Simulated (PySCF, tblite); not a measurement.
# Ge₁₆H₂₆: electronic excitations

Wanted: electronic excitations for Ge₁₆H₂₆.

Programs: tblite 0.8.0 and PySCF 2.14.0, with routines of our own; each step states its level. All values are computed. Atoms count from 0.

## 1. The starting structure

42 atoms, charge 0, multiplicity 1; geometry from: force field, distance geometry or constructed start.

## 2. Geometry optimisation with GFN2-xTB

Job settings and geometry (Å):

```
{"job": {"kind": "relax", "xc": "GFN2-xTB", "basis": "xTB"}, "charge": 0, "multiplicity": 1}
Ge     1.007600     2.892800    -0.401600
Ge    -1.005900     4.055100     0.393100
Ge    -3.003000     2.892300    -0.399000
Ge    -3.008900     0.583300     0.393800
Ge    -1.003700    -0.580100    -0.396600
Ge     0.999400     0.578400     0.397400
Ge     3.008300    -0.577200    -0.403300
Ge    -0.999300    -2.891900     0.401500
Ge     1.005400    -4.054600    -0.400400
Ge     3.005400    -2.895400     0.401600
Ge     5.011600     2.893400    -0.402100
Ge     3.005700     4.050500     0.400000
Ge     5.010300     0.579600     0.405000
Ge    -5.011500    -0.579500    -0.402700
Ge    -5.015900    -2.889500     0.400200
Ge    -3.010100    -4.051900    -0.393700
H      1.003100     2.896500    -1.929100
H     -1.003800     4.049100     1.929000
H     -1.003300     5.497900    -0.104300
H     -3.005400     2.895500    -1.927300
H     -4.260700     3.620200     0.108300
H     -3.009100     0.580400     1.929800
H     -0.999300    -0.574300    -1.923400
H      0.998500     0.574600     1.928500
H      3.008700    -0.576300    -1.929100
H     -1.008800    -2.895500     1.932500
H      1.003400    -4.050200    -1.930700
H      1.002100    -5.495500     0.108000
H      3.008800    -2.894200     1.928000
H      4.259500    -3.616000    -0.103400
H      5.017300     2.895200    -1.931100
H      6.262000     3.617700     0.107000
H      3.007200     4.052600     1.928100
H      3.010300     5.494800    -0.103100
H      5.014900     0.580700     1.926700
H      6.264400    -0.140700    -0.109700
H     -5.014500    -0.578800    -1.934100
H     -6.263000     0.145400     0.104200
H     -5.012600    -2.898500     1.929900
H     -6.268700    -3.613000    -0.105600
H     -3.008300    -4.054800    -1.926200
H     -3.002300    -5.501700     0.110500
```

Launch:

```sh
$ OMP_NUM_THREADS=2 python large_run.py task.json out
```

One launch serves the whole session: the jobs run in the order shown.

Output:

```text
step      E/eV     max force
  0   -1204.18622    0.917
  1   -1204.33114    0.655
  2   -1204.58999    0.425
  3   -1204.64202    0.397
  4   -1204.76779    0.312
  5   -1204.78522    0.223
  6   -1204.79534    0.125
  7   -1204.80263    0.134
  8   -1204.81108    0.164
  9   -1204.81671    0.128
 10   -1204.82175    0.126
 11   -1204.82706    0.133
 12   -1204.83385    0.188
 13   -1204.84184    0.219
 14   -1204.85069    0.204
 15   -1204.85822    0.133
 16   -1204.86269    0.073
 17   -1204.86525    0.080
 18   -1204.86785    0.081
 19   -1204.87139    0.096
 20   -1204.87566    0.103
 21   -1204.87963    0.087
 22   -1204.88257    0.085
 23   -1204.88484    0.081
 24   -1204.88702    0.068
 25   -1204.88901    0.073
 26   -1204.89081    0.079
 27   -1204.89289    0.089
 28   -1204.89558    0.098
 29   -1204.89841    0.091
 30   -1204.90062    0.080
 31   -1204.90214    0.076
 32   -1204.90341    0.068
 33   -1204.90462    0.053
 34   -1204.90544    0.036
 35   -1204.90581    0.027
 36   -1204.90601    0.023
 37   -1204.90622    0.028
 38   -1204.90648    0.029
 39   -1204.90681    0.036
 40   -1204.90718    0.035
 41   -1204.90748    0.027
 42   -1204.90764    0.017
```

Wall time 3.1 s (2 threads of Arm Neoverse V1, shared host); peak memory 0.16 GiB.

Relaxation path:

```
step  energy from step 0 (eV)  largest force (eV/Å)
   0                   0.0000                0.9174
   1                  -0.1449                0.6548
   2                  -0.4038                0.4249
   3                  -0.4558                0.3971
   4                  -0.5816                0.3123
   5                  -0.5990                0.2231
   6                  -0.6091                0.1253
   7                  -0.6164                0.1336
   8                  -0.6249                0.1643
  10                  -0.6355                0.1253
  13                  -0.6556                0.2189
  16                  -0.6765                0.0726
  18                  -0.6816                0.0812
  21                  -0.6934                0.0869
  24                  -0.7008                0.0682
  27                  -0.7067                0.0886
  29                  -0.7122                0.0907
  32                  -0.7172                0.0676
  35                  -0.7196                0.0269
  38                  -0.7203                0.0290
  39                  -0.7206                0.0360
  40                  -0.7210                0.0341
  41                  -0.7213                0.0277
  42                  -0.7214                0.0166
```

Close pairs (by a distance rule), those that changed most:

```
     bond  before (Å)  after (Å)  change (Å)
Ge14–Ge15       2.450      2.401      -0.049
Ge10–Ge11       2.451      2.401      -0.049
Ge10–Ge12       2.451      2.402      -0.049
Ge13–Ge14       2.446      2.401      -0.044
  Ge8–Ge9       2.447      2.405      -0.042
  Ge1–Ge2       2.443      2.405      -0.038
  Ge0–Ge1       2.457      2.424      -0.033
  Ge6–Ge9       2.454      2.424      -0.030
```

The next job starts from the end point, and lists it.

## 3. Electronic excitations: TDDFT PBE/def2-SVP

Job settings and geometry (Å):

```
{"job": {"kind": "uv", "basis": "def2-SVP", "grid": 1, "kgrid": 0, "vcut": null, "nstates": 6, "ntriplets": 2, "tda": false, "delta": ["ip_vertical"], "pop": true, "xc": "PBE"}, "charge": 0, "multiplicity": 1}
Ge     1.033373     3.008573    -0.267621
Ge    -1.040531     4.089022     0.371698
Ge    -3.020891     2.945786    -0.372861
Ge    -3.122051     0.610583     0.266672
Ge    -1.044873    -0.602963    -0.247936
Ge     1.044544     0.603178     0.248111
Ge     3.122030    -0.609048    -0.267395
Ge    -1.033149    -3.007785     0.268421
Ge     1.039801    -4.088508    -0.371029
Ge     3.020739    -2.944581     0.372530
Ge     5.086752     2.937174    -0.375276
Ge     3.112765     4.095686     0.351425
Ge     5.103280     0.648145     0.351149
Ge    -5.103437    -0.647905    -0.352383
Ge    -5.087129    -2.936075     0.375459
Ge    -3.113147    -4.095128    -0.349469
H      1.023432     3.061977    -1.807209
H     -1.087090     4.218221     1.884481
H     -1.056860     5.551530    -0.049406
H     -3.109892     3.051512    -1.884984
H     -4.278739     3.691330     0.049181
H     -3.164221     0.645014     1.806345
H     -1.058864    -0.611814    -1.795161
H      1.059151     0.612320     1.795504
H      3.162554    -0.644650    -1.806914
H     -1.022854    -3.060472     1.807921
H      1.086486    -4.217257    -1.883545
H      1.056520    -5.550692     0.051393
H      3.109427    -3.049739     1.884929
H      4.278848    -3.690480    -0.049238
H      5.176983     2.989897    -1.887627
H      6.351777     3.667859     0.038697
H      3.160246     4.213172     1.864792
H      3.131639     5.558813    -0.061063
H      5.230153     0.630276     1.864193
H      6.379577    -0.066783    -0.063103
H     -5.228343    -0.630785    -1.866133
H     -6.380165     0.068106     0.059475
H     -5.178362    -2.986705     1.887461
H     -6.351937    -3.666492    -0.037685
H     -3.160112    -4.216759    -1.862597
H     -3.131603    -5.557636     0.065420
```

Level: TDDFT PBE/def2-SVP, vertical, gas phase, core orbitals frozen in the response.

Output:

```text
start: PBE on a coarse grid of 172935 points
cycle   1  E = -33238.3895033389  dE = -8.230e+00  |g| = 1.820e+00  |ddm| = 6.994e+00
cycle   2  E = -33238.2029770756  dE =  1.865e-01  |g| = 2.220e+00  |ddm| = 2.254e+00
cycle   3  E = -33238.6719295138  dE = -4.690e-01  |g| = 1.764e-01  |ddm| = 1.658e+00
cycle   4  E = -33238.6836255397  dE = -1.170e-02  |g| = 6.273e-02  |ddm| = 4.233e-01
cycle   5  E = -33238.6850763139  dE = -1.451e-03  |g| = 2.296e-02  |ddm| = 1.303e-01
cycle   6  E = -33238.6852135113  dE = -1.372e-04  |g| = 5.822e-03  |ddm| = 3.735e-02
final grid: 172935 points
cycle   7  E = -33238.6851908345  dE =  2.268e-05  |g| = 1.057e-02  |ddm| = 2.219e-02
cycle   8  E = -33238.6850970881  dE =  9.375e-05  |g| = 2.087e-02  |ddm| = 4.246e-02
cycle   9  E = -33238.6852153684  dE = -1.183e-04  |g| = 1.646e-03  |ddm| = 2.932e-02
cycle  10  E = -33238.6852175006  dE = -2.132e-06  |g| = 3.676e-04  |ddm| = 2.862e-03
cycle  11  E = -33238.6852213090  dE = -3.808e-06  |g| = 6.612e-05  |ddm| = 6.756e-04
converged SCF energy = -33238.6852213090
Vertical ionisation energy (delta-SCF) = 7.5884 eV   <S^2> = 0.751

Static polarisability (au): isotropic 590.144, principal 334.314 641.223 794.895

Singlet excitations
state   eV       nm        f      main configurations
  1   3.8755    319.9   0.28039   H->L 0.93
  2   3.9490    314.0   0.13195   H-1->L 0.92
  3   3.9602    313.1   0.00114   H-2->L 0.98
  4   4.2001    295.2   0.00922   H->L+1 0.98
  5   4.2798    289.7   0.00858   H->L+2 0.92
  6   4.2966    288.6   0.00001   H->L+3 0.95

Triplet excitations (Tamm-Dancoff, eV): 3.5538 3.6462
```

Wall time 69 s (2 threads of Arm Neoverse V1, shared host); peak memory 1.6 GiB.

Frontier orbitals and where they lie:

```
orbital     eV                            atoms
 HOMO−4  -6.95      Ge5 12 %, Ge4 12 %, Ge3 8 %
 HOMO−3  -6.86  Ge10 12 %, Ge14 12 %, Ge13 10 %
 HOMO−2  -6.39        Ge8 9 %, Ge2 9 %, Ge9 9 %
 HOMO−1  -6.22     Ge5 11 %, Ge4 11 %, Ge0 10 %
   HOMO  -6.12      Ge5 13 %, Ge4 13 %, Ge3 6 %
   LUMO  -2.47      Ge4 14 %, Ge5 14 %, Ge3 8 %
 LUMO+1  -1.98        Ge9 8 %, Ge8 8 %, Ge1 7 %
 LUMO+2  -1.93      Ge5 10 %, Ge4 10 %, Ge3 7 %
 LUMO+3  -1.89        Ge4 9 %, Ge5 9 %, Ge7 9 %
```

With each of the 6 states as a Gaussian band of 0.4 eV half-width at 1/e, the curve within the window shown has maxima at 318 nm (ε 17,000) L/(mol cm). Beyond the last state computed it falls off for lack of states. The curve at chosen wavelengths:

(nm, ε (L/mol/cm)): (270, 1158), (274, 1866), (279, 3143), (283, 4505), (287, 6149), (292, 8500), (296, 10485), (300, 12412), (305, 14518), (309, 15804), (313, 16635), (318, 16975), (322, 16698), (326, 15990), (330, 14934), (335, 13273), (339, 11790), (343, 10268), (348, 8420), (352, 7050), (356, 5812), (361, 4475), (365, 3577), (369, 2825), (374, 2071), (378, 1597)

Further results of this job:

```
           property  computed
  dipole moment (D)      0.00
polarisability (Å³)     87.45
 HOMO–LUMO gap (eV)      3.66
      −ε(HOMO) (eV)      6.12
```

## 4. Outcome

```
                     quantity                        value
lowest singlet (PBE/def2-SVP)  3.88 eV (320 nm), f = 0.280
               lowest triplet                      3.55 eV
```

**Reading.** The lowest singlet, at 3.88 eV, is HOMO→LUMO 0.93 and is bright. The lowest triplet lies 0.32 eV below the lowest singlet (triplets in Tamm-Dancoff, singlets in full TDDFT).
